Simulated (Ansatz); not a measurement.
# GaSiH₄BrO₂: how energies converge with the basis set

How large a basis does GaSiH₄BrO₂ need? Two functionals are run in growing sets.

The runs use Ansatz 0.2.0, Gaussian basis; one geometry, several basis sets.

Plan: PBE0-D4/def2-SVP; ωB97M-V/def2-SVP; PBE0-D4/def2-QZVPP; ωB97M-V/def2-QZVPP; the functionals' def2-TZVPP values are taken from earlier runs.

## (1) The geometry

All runs share one geometry, relaxed beforehand with PBE0-D4/def2-TZVP.

9 atoms, charge 0, spin multiplicity 1.

Atoms are counted from 1 here; the program's logs count them from 0.

Bond lengths: O1–Ga2 1.766 Å, O1–H6 0.961 Å, Ga2–Br3 2.256 Å, Ga2–O4 1.766 Å, O4–Si5 1.639 Å, Si5–H7 1.485 Å, Si5–H8 1.488 Å, Si5–H9 1.487 Å. Angles: Ga2–O1–H6 112.3°, O1–Ga2–Br3 120.1°, O1–Ga2–O4 118.7°, Br3–Ga2–O4 121.2°, Ga2–O4–Si5 138.4°, O4–Si5–H7 108.4°, O4–Si5–H8 111.2°, O4–Si5–H9 110.1°, H7–Si5–H8 109.2°, H7–Si5–H9 109.2°, H8–Si5–H9 108.7°.

As a file:

```
O     2.55206    1.46543    0.35478
Ga    1.42380    0.10918    0.27526
Br    2.15002   -1.99255    0.65606
O    -0.26870    0.43713   -0.10692
Si   -1.66762   -0.39596   -0.29302
H     2.12398    2.30698    0.17452
H    -2.48835    0.29156   -1.32219
H    -1.40650   -1.79469   -0.72846
H    -2.41871   -0.42710    0.98999
```

## (2) PBE0-D4 in def2-SVP

Contents of in.yaml:

```yaml
crystal:
  periodic: [false, false, false]
  atoms:
    - {symbol: O, position_ang: [2.552062, 1.465434, 0.354776]}
    - {symbol: Ga, position_ang: [1.423800, 0.109184, 0.275263]}
    - {symbol: Br, position_ang: [2.150021, -1.992547, 0.656057]}
    - {symbol: O, position_ang: [-0.268698, 0.437135, -0.106922]}
    - {symbol: Si, position_ang: [-1.667617, -0.395962, -0.293022]}
    - {symbol: H, position_ang: [2.123982, 2.306979, 0.174519]}
    - {symbol: H, position_ang: [-2.488346, 0.291559, -1.322191]}
    - {symbol: H, position_ang: [-1.406496, -1.794695, -0.728457]}
    - {symbol: H, position_ang: [-2.418708, -0.427097, 0.989987]}
basis:
  gaussian: {orbitals: def2-SVP}
hamiltonian: {xc: pbe0, dispersion: d4}
output: {orbitals: {seedname: orbitals}}
```

Started as:

```console
> ansatz run in.yaml --threads 2 --pin off --events-out ev --progress --plain --max-ram 20480MiB --backend cpu
```

The runs that follow: ωB97M-V in def2-SVP; PBE0-D4 in def2-QZVPP; ωB97M-V in def2-QZVPP.

Before running them: what should the planned runs give, taken together? Wanted: PBE0-D4: double and triple zeta above quadruple; ωB97M-V: double and triple zeta above quadruple.

**Answer**, as computed:

| quantity | value |
| --- | --- |
| PBE0-D4: double and triple zeta above quadruple | 26.47, 3.15 eV |
| ωB97M-V: double and triple zeta above quadruple | 26.37, 3.02 eV |

What this shows: PBE0-D4 gains 23.31 eV from double to triple zeta, then 3.15 eV more. Total energies overstate the basis error of differences, where much of it tends to cancel.
